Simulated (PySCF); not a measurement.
# C4H12O2Si3: NMR shifts in solvents

Aim: compute the NMR shifts of C4H12O2Si3 (`CCO[SiH2]O[SiH2]C#C[SiH3]`), and see what a dielectric continuum does where one was used.

Computed with PySCF 2.14.0, with density-fitted response routines of our own, on a single molecule, in the gas phase or a continuum. Atoms count from 0, in the outputs and in this text.

### Step 1. The molecule as given

21 atoms, charge 0, multiplicity 1; geometry from: GFN2-xTB.

Bonds of the start (Å): C0–C1 1.52, C1–O2 1.40, O2–Si3 1.62, Si3–O4 1.61, O4–Si5 1.62, Si5–C6 1.86, C6–C7 1.21, C7–Si8 1.85, C0–H9 1.09, C0–H10 1.09, C0–H11 1.09, C1–H12 1.10, C1–H13 1.10, Si3–H14 1.46, Si3–H15 1.46, Si5–H16 1.46, Si5–H17 1.46, Si8–H18 1.47, Si8–H19 1.47, Si8–H20 1.47.

### Step 2. Optimising the geometry at PBE0-D3(BJ)/def2-SVP

The job: settings as JSON, then the geometry in Å.

```
{"job": {"xc": "PBE0", "basis": "def2-SVP", "d3": "d3bj", "grid": 1, "kind": "geom"}, "charge": 0, "multiplicity": 1}
C     -3.846024     1.035853     0.152695
C     -3.582999    -0.463180     0.130597
O     -2.222852    -0.773263     0.187205
Si    -1.046819    -0.463912    -0.877409
O      0.237153    -1.241228    -0.300756
Si     1.366070    -1.707530     0.764418
C      2.795073    -0.530947     0.640427
C      3.736950     0.226693     0.560990
Si     5.175726     1.379201     0.428655
H     -4.916128     1.223710     0.183485
H     -3.380659     1.480442     1.028415
H     -3.427627     1.498319    -0.737356
H     -4.020425    -0.899714    -0.776105
H     -4.046576    -0.938837     1.002119
H     -0.726805     0.960027    -0.956219
H     -1.314405    -1.068133    -2.180872
H      0.824351    -1.666872     2.124143
H      1.765128    -3.042250     0.314399
H      4.787575     2.529311    -0.392801
H      6.292058     0.660430    -0.192685
H      5.542315     1.818822     1.778268
```

What it wrote:

```text
step   0  E = -1177.40909750  max force = 0.023817
step   1  E = -1177.41615338  max force = 0.003383
step   2  E = -1177.41642731  max force = 0.001375
step   3  E = -1177.41656230  max force = 0.001582
step   4  E = -1177.41681406  max force = 0.001650
step   5  E = -1177.41719093  max force = 0.002027
step   6  E = -1177.41761672  max force = 0.003011
step   7  E = -1177.41796966  max force = 0.005016
step   8  E = -1177.41845710  max force = 0.005380
step   9  E = -1177.41870923  max force = 0.003868
step  10  E = -1177.41910647  max force = 0.003836
step  11  E = -1177.41923677  max force = 0.003678
step  12  E = -1177.41955591  max force = 0.002880
step  13  E = -1177.41975065  max force = 0.001676
step  14  E = -1177.41987454  max force = 0.001174
step  15  E = -1177.41988828  max force = 0.000715
step  16  E = -1177.41988695  max force = 0.000504
step  17  E = -1177.41989536  max force = 0.000580
step  18  E = -1177.41990700  max force = 0.000456
step  19  E = -1177.41991965  max force = 0.000425
optimisation converged
```

Run time: 15 min. Hardware: 1 thread, shared host.

Step by step:

| step | energy from step 0 (eV) | largest force component (eV/Å) |
| --- | --- | --- |
| 0 | 0.0000 | 1.2247 |
| 1 | -0.1920 | 0.1740 |
| 2 | -0.1995 | 0.0707 |
| 3 | -0.2031 | 0.0813 |
| 4 | -0.2100 | 0.0848 |
| 5 | -0.2202 | 0.1042 |
| 6 | -0.2318 | 0.1548 |
| 7 | -0.2414 | 0.2579 |
| 8 | -0.2547 | 0.2767 |
| 9 | -0.2615 | 0.1989 |
| 10 | -0.2724 | 0.1973 |
| 11 | -0.2759 | 0.1891 |
| 12 | -0.2846 | 0.1481 |
| 13 | -0.2899 | 0.0862 |
| 14 | -0.2933 | 0.0604 |
| 15 | -0.2936 | 0.0368 |
| 16 | -0.2936 | 0.0259 |
| 17 | -0.2938 | 0.0298 |
| 18 | -0.2941 | 0.0234 |
| 19 | -0.2945 | 0.0219 |

Distances of close pairs at the start and the end, largest changes first:

| bond | before (Å) | after (Å) | change (Å) |
| --- | --- | --- | --- |
| Si3–O4 | 1.608 | 1.662 | +0.054 |
| O2–Si3 | 1.616 | 1.653 | +0.037 |
| O4–Si5 | 1.621 | 1.656 | +0.035 |
| Si3–H15 | 1.461 | 1.490 | +0.029 |
| Si5–H16 | 1.464 | 1.491 | +0.027 |
| Si8–H20 | 1.466 | 1.492 | +0.026 |
| Si8–H19 | 1.466 | 1.491 | +0.025 |
| Si8–H18 | 1.466 | 1.491 | +0.025 |

The end geometry stands in the next job.

| at the end point | value |
| --- | --- |
| point group (found at 0.08 Å tolerance) | C1 |
| rotational constants (GHz, main isotopes) | 1.141, 0.458, 0.376 |
| dipole moment (D) | 1.16 |

### Step 3. Nuclear shieldings: PBE0/pcSseg-1 in chloroform

The job: settings as JSON, then the geometry in Å.

```
{"job": {"kind": "nmr", "xc": "PBE0", "basis": "pcSseg-1", "solvent": "chloroform", "pop": true}, "charge": 0, "multiplicity": 1}
C     -3.338701     1.227824     0.358056
C     -2.205763     0.243389     0.538536
O     -1.255170     0.381964    -0.495274
Si    -0.870977    -0.785092    -1.601225
O     -0.031957    -2.026151    -0.882015
Si     0.965439    -2.259640     0.418820
C      2.148733    -0.862096     0.566152
C      2.913555     0.090267     0.654648
Si     4.043400     1.532470     0.778069
H     -4.051626     1.160371     1.193987
H     -2.947698     2.255191     0.314899
H     -3.882610     1.030292    -0.578236
H     -2.601766    -0.790044     0.582400
H     -1.692977     0.422823     1.499691
H     -0.029558    -0.119786    -2.624828
H     -2.100950    -1.398560    -2.176855
H      0.165025    -2.325192     1.674897
H      1.718171    -3.525011     0.218688
H      3.582398     2.597075    -0.158485
H      5.427960     1.111880     0.417316
H      4.028547     2.052493     2.175899
```

Level: GIAO PBE0/pcSseg-1 NMR shielding, non-relativistic, IEF-PCM chloroform.

What it wrote:

```text
coarse grid: 18832 points
cycle   1  E = -1177.5964530198  dE =  6.994e-01  |g| = 9.854e-01  |ddm| = 4.178e+00
cycle   2  E = -1177.3626906658  dE =  2.338e-01  |g| = 1.489e+00  |ddm| = 1.866e+00
cycle   3  E = -1177.7718024423  dE = -4.091e-01  |g| = 1.298e-01  |ddm| = 1.255e+00
cycle   4  E = -1177.7749080340  dE = -3.106e-03  |g| = 4.855e-02  |ddm| = 1.452e-01
cycle   5  E = -1177.7754345910  dE = -5.266e-04  |g| = 1.592e-02  |ddm| = 5.046e-02
cycle   6  E = -1177.7754745830  dE = -3.999e-05  |g| = 5.704e-03  |ddm| = 1.368e-02
cycle   7  E = -1177.7754810889  dE = -6.506e-06  |g| = 1.858e-03  |ddm| = 4.913e-03
final grid: 167496 points
cycle   8  E = -1177.8490971788  dE = -1.749e-05  |g| = 1.174e-02  |ddm| = 3.197e-02
cycle   9  E = -1177.8490567057  dE =  4.047e-05  |g| = 1.835e-02  |ddm| = 1.935e-02
cycle  10  E = -1177.8491225773  dE = -6.587e-05  |g| = 2.755e-03  |ddm| = 1.232e-02
cycle  11  E = -1177.8491244509  dE = -1.874e-06  |g| = 5.233e-04  |ddm| = 1.997e-03
cycle  12  E = -1177.8491245071  dE = -5.622e-08  |g| = 1.585e-04  |ddm| = 4.823e-04
cycle  13  E = -1177.8491245127  dE = -5.596e-09  |g| = 2.845e-05  |ddm| = 1.282e-04
cycle  14  E = -1177.8491245128  dE = -1.060e-10  |g| = 1.444e-05  |ddm| = 3.283e-05
converged SCF energy = -1177.8491245128

GIAO shielding tensors (ppm)
atom      isotropic    diamagn.    paramagn.     s11        s22        s33       span
  0 C      164.347     246.658     -82.311    145.692    162.702    184.646     38.953
  1 C      122.194     244.051    -121.856     90.963    108.721    166.899     75.936
  2 O      262.482     403.660    -141.178    189.523    255.873    342.048    152.525
  3 Si     382.990     882.580    -499.591    367.383    384.052    397.534     30.152
  4 O      275.156     403.699    -128.544    243.984    258.945    322.538     78.554
  5 Si     405.439     881.485    -476.046    358.538    395.543    462.235    103.696
  6 C       64.247     266.712    -202.465    -39.465    -31.488    263.694    303.159
  7 C       70.289     265.924    -195.635    -23.371    -19.455    253.693    277.063
  8 Si     447.726     882.256    -434.530    441.168    441.878    460.130     18.963
  9 H       30.165      26.665       3.500     26.219     27.018     37.258     11.039
 10 H       29.780      29.719       0.061     26.055     28.218     35.066      9.011
 11 H       29.967      28.281       1.686     26.044     28.685     35.173      9.129
 12 H       27.441      31.655      -4.214     22.250     28.705     31.367      9.117
 13 H       27.180      33.678      -6.499     21.665     28.288     31.585      9.920
 14 H       26.476      32.108      -5.632     23.412     24.315     31.701      8.289
 15 H       26.440      29.852      -3.412     22.515     24.987     31.817      9.303
 16 H       26.184      31.104      -4.921     23.306     24.959     30.286      6.980
 17 H       26.299      27.272      -0.973     22.795     24.583     31.519      8.724
 18 H       26.977      30.404      -3.426     23.495     26.017     31.421      7.926
 19 H       27.057      26.952       0.105     23.619     25.351     32.202      8.582
 20 H       27.042      28.657      -1.615     23.691     25.503     31.933      8.242
```

It took 2 min on 1 thread, shared host.

Shifts follow as δ = σ(reference) − σ, with reference shieldings (ppm) from runs at the same level and on the same kind of geometry: 1H TMS 31.25, 13C TMS 185.2, 29Si TMS 351.9, 17O H2O 341.0. The references are single molecules in the same continuum, so shifts against H2O, NH3, PH3, H3PO4 or CFCl3 are not on the usual liquid scales and can be off by tens of ppm. Atoms listed in one row are averaged.

| atoms | environment | σ (ppm) | δ (ppm) |
| --- | --- | --- | --- |
| C6 | alkyne carbon | 64.2 | 120.9 |
| C7 | alkyne carbon | 70.3 | 114.9 |
| C1 | sp3 CH2 bonded to O | 122.2 | 63.0 |
| C0 | methyl carbon | 164.3 | 20.8 |
| H16, H17 | hydrogen on a silicon bonded to C, O | 26.24 | 5.01 |
| H14, H15 | hydrogen on a silicon bonded to 2 O | 26.46 | 4.79 |
| H18, H19, H20 | hydrogen on a silicon bonded to C | 27.03 | 4.22 |
| H12, H13 | hydrogen on an sp3 CH2 bonded to O | 27.31 | 3.94 |
| H9, H10, H11 | hydrogen on a methyl carbon | 29.97 | 1.28 |
| O2 | oxygen bonded to C, Si | 262.5 | 78.5 |
| O4 | oxygen bonded to 2 Si | 275.2 | 65.8 |
| Si3 | silicon bonded to 2 O, 2 H | 383.0 | -31.1 |
| Si5 | silicon bonded to C, O, 2 H | 405.4 | -53.6 |
| Si8 | silicon bonded to C, 3 H | 447.7 | -95.9 |

The run also stored atomic charges by several schemes (e):

| atoms | Mulliken | IAO | Hirshfeld | ESP fit |
| --- | --- | --- | --- | --- |
| C0 | -0.30 | -0.42 | -0.12 | -0.52 |
| C1 | 0.01 | -0.04 | 0.01 | 0.42 |
| O2 | -0.66 | -0.65 | -0.23 | -0.54 |
| Si3 | 1.02 | 1.17 | 0.45 | 0.74 |
| O4 | -0.77 | -0.88 | -0.31 | -0.54 |
| Si5 | 0.88 | 1.01 | 0.42 | 0.72 |
| C6 | -0.30 | -0.34 | -0.15 | -0.27 |
| C7 | -0.30 | -0.30 | -0.14 | -0.17 |
| Si8 | 0.51 | 0.62 | 0.34 | 0.43 |

Mayer bond orders: C0–C1 1.06, C1–O2 0.86, O2–Si3 0.97, Si3–O4 0.89, O4–Si5 0.92, Si5–C6 0.93, C6–C7 2.46, C7–Si8 0.97.

### Step 4. NMR shieldings: PBE0/pcSseg-1 in methanol

Settings changed since step 3:

```diff
@@ -1,2 +1,2 @@
-{"job": {"kind": "nmr", "xc": "PBE0", "basis": "pcSseg-1", "solvent": "chloroform", "pop": true}, "charge": 0, "multiplicity": 1}
+{"job": {"kind": "nmr", "xc": "PBE0", "basis": "pcSseg-1", "solvent": "methanol", "pop": false}, "charge": 0, "multiplicity": 1}
 C     -3.338701     1.227824     0.358056
```

Level: GIAO PBE0/pcSseg-1 NMR shielding, non-relativistic, IEF-PCM methanol.

What it wrote:

```text
coarse grid: 18832 points
cycle   1  E = -1177.5996307384  dE =  6.964e-01  |g| = 9.827e-01  |ddm| = 4.178e+00
cycle   2  E = -1177.3729917716  dE =  2.266e-01  |g| = 1.476e+00  |ddm| = 1.823e+00
cycle   3  E = -1177.7734815941  dE = -4.005e-01  |g| = 1.291e-01  |ddm| = 1.223e+00
cycle   4  E = -1177.7765575672  dE = -3.076e-03  |g| = 4.749e-02  |ddm| = 1.415e-01
cycle   5  E = -1177.7770565977  dE = -4.990e-04  |g| = 1.524e-02  |ddm| = 4.801e-02
cycle   6  E = -1177.7770926406  dE = -3.604e-05  |g| = 4.948e-03  |ddm| = 1.281e-02
cycle   7  E = -1177.7770973274  dE = -4.687e-06  |g| = 1.239e-03  |ddm| = 4.181e-03
final grid: 167496 points
cycle   8  E = -1177.8507103219  dE = -1.929e-05  |g| = 1.144e-02  |ddm| = 3.197e-02
cycle   9  E = -1177.8506798442  dE =  3.048e-05  |g| = 1.705e-02  |ddm| = 1.827e-02
cycle  10  E = -1177.8507346749  dE = -5.483e-05  |g| = 2.073e-03  |ddm| = 1.124e-02
cycle  11  E = -1177.8507356846  dE = -1.010e-06  |g| = 5.053e-04  |ddm| = 1.572e-03
cycle  12  E = -1177.8507357387  dE = -5.410e-08  |g| = 1.703e-04  |ddm| = 4.567e-04
cycle  13  E = -1177.8507357455  dE = -6.766e-09  |g| = 2.568e-05  |ddm| = 1.347e-04
cycle  14  E = -1177.8507357456  dE = -9.732e-11  |g| = 1.198e-05  |ddm| = 3.074e-05
converged SCF energy = -1177.8507357456

GIAO shielding tensors (ppm)
atom      isotropic    diamagn.    paramagn.     s11        s22        s33       span
  0 C      164.491     246.829     -82.339    145.744    162.869    184.859     39.115
  1 C      122.106     244.167    -122.061     90.607    108.569    167.141     76.534
  2 O      263.325     403.930    -140.605    190.821    256.488    342.666    151.845
  3 Si     382.720     882.592    -499.873    367.227    384.002    396.931     29.704
  4 O      275.428     403.756    -128.328    244.085    259.486    322.714     78.629
  5 Si     405.121     881.501    -476.379    357.413    395.964    461.988    104.574
  6 C       64.224     266.648    -202.424    -39.499    -31.740    263.912    303.411
  7 C       69.884     265.912    -196.028    -24.068    -20.148    253.868    277.936
  8 Si     447.738     882.228    -434.490    441.318    442.099    459.795     18.477
  9 H       30.101      26.608       3.493     26.139     26.933     37.231     11.092
 10 H       29.829      29.775       0.054     26.107     28.270     35.109      9.002
 11 H       29.948      28.273       1.675     26.015     28.659     35.170      9.155
 12 H       27.363      31.565      -4.202     22.167     28.629     31.294      9.127
 13 H       27.165      33.658      -6.493     21.634     28.268     31.591      9.957
 14 H       26.483      32.113      -5.630     23.421     24.325     31.703      8.282
 15 H       26.424      29.826      -3.402     22.489     24.970     31.813      9.325
 16 H       26.152      31.043      -4.891     23.279     24.915     30.263      6.984
 17 H       26.285      27.255      -0.969     22.779     24.568     31.510      8.731
 18 H       26.976      30.377      -3.401     23.488     26.018     31.422      7.934
 19 H       27.038      26.908       0.130     23.592     25.330     32.191      8.599
 20 H       27.022      28.609      -1.586     23.664     25.480     31.923      8.259
```

Run time: 1.8 min. Hardware: 1 thread, shared host.

Key values: δ C6 121.2, C7 115.6, C1 63.4, C0 21.0, H16 5.02, H14 4.79 ppm (means over like atoms).

### Step 5. Run by run: NMR shifts

Shifts (ppm) of some atoms, chosen among heavy atoms and hydrogens apart, means over like atoms, with basis size and wall time:

| run | C6 | C7 | C1 | H16 | H12 | O2 | O4 | functions | time |
| --- | --- | --- | --- | --- | --- | --- | --- | --- | --- |
| PBE0/pcSseg-1 in chloroform | 120.9 | 114.9 | 63.0 | 5.01 | 3.94 | 78.5 | 65.8 | 234 | 2 min |
| PBE0/pcSseg-1 in methanol | 121.2 | 115.6 | 63.4 | 5.02 | 3.98 | 79.6 | 67.5 | 234 | 1.8 min |

The continuum's effect on the ground state:

| solvent | ε | polarisation energy (Eh) | μ (D) |
| --- | --- | --- | --- |
| chloroform | 4.71 | -0.0041 | 1.40 |
| methanol | 32.61 | -0.0061 | 1.49 |

### Step 6. What came out

| quantity | value |
| --- | --- |
| point group | C1 |
| rotational constants (main isotopes) | 1.14, 0.46, 0.38 GHz |
| 13C shifts against TMS (PBE0/pcSseg-1, chloroform) | 120.9, 114.9, 63.0, 20.8 ppm |
| 1H shifts against TMS (PBE0/pcSseg-1, chloroform, means over atoms taken as alike) | 5.01, 4.79, 4.22, 3.94, 1.28 ppm |
| 17O shifts against H2O (PBE0/pcSseg-1, chloroform) | 78.5, 65.8 ppm |
| 29Si shifts against TMS (PBE0/pcSseg-1, chloroform) | -31.1, -53.6, -95.9 ppm |
| range of the shift of O4 | 65.8 to 67.5 ppm |

In words: Relaxing lowered the energy by 0.294 eV in 19 steps; the close pair that moved most is Si3–O4, from 1.608 to 1.662 Å. No frequency check was run at this level, so the end point may be a saddle. At PBE0/pcSseg-1: The largest span, 303 ppm, is at C6, where the paramagnetic term is -202 ppm. In ppm, O4 moves most: its shift spreads over 1.7 ppm, from 65.8 (PBE0/pcSseg-1 in chloroform) to 67.5 (PBE0/pcSseg-1 in methanol). Most of that comes from the computed reference, not from the atom's own shielding. The continuum holds electrostatics alone: no hydrogen bonds to the solvent, and the gas-phase geometry is kept.
